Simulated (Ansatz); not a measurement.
Cu3O2, 5 atoms in the cell. Symmetry: I4/mmm, No. 139, tetragonal system. The conventional cell has a = 4.046 Å, b = 4.046 Å, c = 7.347 Å, α = 90.00°, β = 90.00°, γ = 90.00°. Around Cu (site symmetry 4/mmm) lie 4 O at 2.02 Å. Around Cu (site symmetry -4m2) lie 2 O at 1.84 Å. O (site symmetry mmm) is surrounded by 4 Cu at 1.84 to 2.02 Å. The cell comes from a database or a generator and needn't be the stable form of this composition.

* Program: Ansatz 0.2.0
* Task: relaxation of cell and atoms
* Functional: r2SCAN
* Potentials or basis: Ansatz PAW
* Cutoff: 500 eV (not typed: the program's choice for these potentials)
* k mesh: 9 × 9 × 9
* Occupations: fermi-dirac, width 0.05 eV
* Spin: no spin polarisation

Potentials or basis: Ansatz PAW.

Run with:

```console
$ ansatz run input.yaml --threads 2 --pin off --max-ram 5632MiB --backend cpu --events-out ev --progress --plain --runs-dir out
```

Hardware: 2 threads of Arm Neoverse V1, on a shared host.

**Question.** Estimate the wall time of this run.

**Answer.** Run time: 80 s on 2 threads of Arm Neoverse V1 (shared host), peak memory 0.68 GiB. Counts: scf iterations 37, plane waves 1461, k points 75, bands 42, ion steps 5.
